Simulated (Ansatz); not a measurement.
# SiHBr (triplet): wB97M-V, B2PLYP, RPA-PBE over a scan of the distance Br1–H2 along a hydrogen transfer, cc-pVDZ

The task here is to estimate one member of a computed series from the others.

The runs use Ansatz 0.2.0, Gaussian basis; cc-pVDZ, all electrons in the functionals, frozen cores in the correlation of double hybrids and RPA.

The runs, in order: wB97M-V, B2PLYP, RPA-PBE, at 1.421 Å; 1.482 Å; 1.603 Å; 1.725 Å; 1.847 Å.

## The geometry

The geometry derives from fragments relaxed apart (PBE0/def2-TZVP) and kept rigid, so it is no stationary point. A hydrogen atom is moved between rigid fragments. No spin-orbit coupling is included. The filled d shell of Br may be among the frozen orbitals whatever the setting's name suggests; the logs give the count.

3 atoms, charge 0, spin multiplicity 3.

Atoms are counted from 1 here; the program's logs count them from 0.

Bond lengths: Br1–H2 1.421 Å.

Geometry (Å):

```xyz
3
charge 0, multiplicity 3
Br    0.0000    0.0000   -1.5692
H     0.0000    0.0000   -0.1486
Si    0.0000    0.0000    1.7178
```

No dispersion term is added; wB97M-V holds VV10 nonlocal correlation.

The geometry shown and the zero of energy belong to the point 1.421 Å. The yardstick, RCCSDTQ, and other wave-function levels (R restricted, U unrestricted, valence and pair active spaces) come from earlier runs.

Set-up of the first run:

Contents of in.yaml:

```yaml
crystal:
  periodic: [false, false, false]
  atoms:
    - {symbol: Br, position_ang: [0.000000, 0.000000, -1.569200]}
    - {symbol: H, position_ang: [0.000000, 0.000000, -0.148600]}
    - {symbol: Si, position_ang: [0.000000, 0.000000, 1.717800]}
basis:
  gaussian: {orbitals: cc-pVDZ}
magnetization: {spin_polarized: true, initial_magnetization: 2}
hamiltonian: {xc: {name: wB97M-V}}
output: {orbitals: {seedname: orbitals}}
```

On the command line:

```
$ ansatz run in.yaml --threads 1 --pin off --events-out ev --progress --plain --max-ram 2816MiB --backend cpu
```

Steps of the session up to this table: wB97M-V, 1.421 Å; wB97M-V, 1.482 Å; wB97M-V, 1.603 Å; wB97M-V, 1.725 Å; wB97M-V, 1.847 Å; B2PLYP, 1.421 Å; B2PLYP, 1.482 Å; B2PLYP, 1.603 Å; B2PLYP, 1.725 Å; B2PLYP, 1.847 Å; RPA-PBE, 1.421 Å; RPA-PBE, 1.482 Å; RPA-PBE, 1.603 Å; RPA-PBE, 1.725 Å; RPA-PBE, 1.847 Å.

One of the session's tables, all rows but one given; the rest of the session is left out.

```
  level  1.482 Å  1.725 Å  1.847 Å
RCCSDTQ     -2.3     17.2     41.8
wB97M-V     -4.4     10.0     33.3
 B2PLYP        ?        ?        ?
RPA-PBE     -2.5     13.2     36.0
```

**Question.** Estimate the row for B2PLYP.

As computed: 1.482 Å: -5.1; 1.725 Å: 7.2; 1.847 Å: 30.9. In the column «1.482 Å» it is the lowest.

To keep in mind: Energies in kJ/mol, counted from 1.421 Å; blanks weren't run or aren't comparable.
